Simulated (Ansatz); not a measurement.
# NiO2: the cost of one run

Method: DFT PBEsol+U (U_eff = 8 eV on Ni d), plane waves, PAW, in Ansatz 0.2.0.

3 further runs of the same task are left out: 3 that didn't finish.

## (1) The system as given

The structure is trigonal, space group R-3m (No. 166). The conventional cell has a = 2.762 Å, b = 2.762 Å, c = 12.527 Å, α = 90.00°, β = 90.00°, γ = 120.00°. Around Ni (site symmetry -3m) lie 6 O at 1.89 Å. O (site symmetry 3m) has 3 Ni at 1.89 Å as nearest neighbours.

As a file:

```cif
data_structure
_symmetry_space_group_name_H-M 'P 1'
_symmetry_Int_Tables_number 1
_cell_length_a 8.5022
_cell_length_b 8.5022
_cell_length_c 8.9396
_cell_angle_alpha 17.998
_cell_angle_beta 17.998
_cell_angle_gamma 18.697
_cell_volume 55.18
loop_
_atom_site_label
_atom_site_type_symbol
_atom_site_fract_x
_atom_site_fract_y
_atom_site_fract_z
_atom_site_occupancy
Ni1 Ni 0.00000 0.00000 0.00000 1
O1 O 0.25200 0.25200 0.87400 1
O2 O 0.74800 0.74800 0.62600 1
Ni2 Ni 0.00000 0.00000 0.50000 1
O3 O 0.25200 0.25200 0.37400 1
O4 O 0.74800 0.74800 0.12600 1
```

An earlier series on this cell reached its lowest free state from «ferromagnetic start, free, natural orbitals of the symmetric run filled by rank», perhaps among other starts.

## (2) Total moment locked, 8.80 μB per cell

Contents of input.yaml:

```yaml
crystal:
  lattice:
    - [1.38111528, -0.79738728, 8.35126332]
    - [-1.38111528, -0.79738728, 8.35126332]
    - [0.0, -3.18954912, 8.35126332]
  atoms:
    - { symbol: Ni, position: [0.0, 0.0, 0.0], spin: 4.4 }
    - { symbol: O, position: [0.252, 0.252, 0.874] }
    - { symbol: O, position: [0.748, 0.748, 0.626] }
    - { symbol: Ni, position: [0.0, 0.0, 0.5], spin: 4.4 }
    - { symbol: O, position: [0.252, 0.252, 0.374] }
    - { symbol: O, position: [0.748, 0.748, 0.126] }
basis:
  ecutwfc: 420
  ecutrho_ratio: 4
kpoints:
  mp_grid: { grid: [8, 8, 8] }
hamiltonian:
  xc: pbesol
  hubbard:
    sites:
      - { site: 0, l: d, u_eff: 8.0, starting_ns: [{ spin: up, occupation_matrix: s0up }, { spin: down, occupation_matrix: s0down }] }
      - { site: 3, l: d, u_eff: 8.0, starting_ns: [{ spin: up, occupation_matrix: s3up }, { spin: down, occupation_matrix: s3down }] }
    occupation_matrices:
      s0up:
        matrix:
          - [0.97, 0.0, 0.0, 0.0, 0.0]
          - [0.0, 0.97, 0.0, 0.0, 0.0]
          - [0.0, 0.0, 0.97, 0.0, 0.0]
          - [0.0, 0.0, 0.0, 0.97, 0.0]
          - [0.0, 0.0, 0.0, 0.0, 0.97]
      s0down:
        matrix:
          - [0.97, 0.0, 0.0, 0.0, 0.0]
          - [0.0, 0.02, 0.0, 0.0, 0.0]
          - [0.0, 0.0, 0.02, 0.0, 0.0]
          - [0.0, 0.0, 0.0, 0.02, 0.0]
          - [0.0, 0.0, 0.0, 0.0, 0.02]
      s3up:
        matrix:
          - [0.97, 0.0, 0.0, 0.0, 0.0]
          - [0.0, 0.97, 0.0, 0.0, 0.0]
          - [0.0, 0.0, 0.97, 0.0, 0.0]
          - [0.0, 0.0, 0.0, 0.97, 0.0]
          - [0.0, 0.0, 0.0, 0.0, 0.97]
      s3down:
        matrix:
          - [0.97, 0.0, 0.0, 0.0, 0.0]
          - [0.0, 0.02, 0.0, 0.0, 0.0]
          - [0.0, 0.0, 0.02, 0.0, 0.0]
          - [0.0, 0.0, 0.0, 0.02, 0.0]
          - [0.0, 0.0, 0.0, 0.0, 0.02]
    ns_hold: { iters: 8 }
scf:
  occupations: { method: gaussian, width: 0.05 }
  lower_state_search: "off"
  max_iter: 150
output:
  forces: true
  stress: true
  eigenvalues: true
  populations: true
  hubbard: { sites: [{ site: 0, l: d }, { site: 3, l: d }] }
magnetization:
  spin_polarized: true
  initial_magnetization: 8.8
  spin_locking: { lock_magnetization: hard }
```

The typed matrices put 0.97 on the chosen orbitals and 0.02 on the others, and are held for 8 cycles. The lock stays on to the end, so the result is a constrained state.

The run is started by

```sh
$ ansatz run input.yaml --threads 4 --pin off --max-ram 6144MiB --backend cpu --events-out ev --progress --plain --runs-dir out
```

What time and memory should one allow on 4 threads of Arm Neoverse V1, shared host?

About 21 s, with a peak of 0.59 GiB.
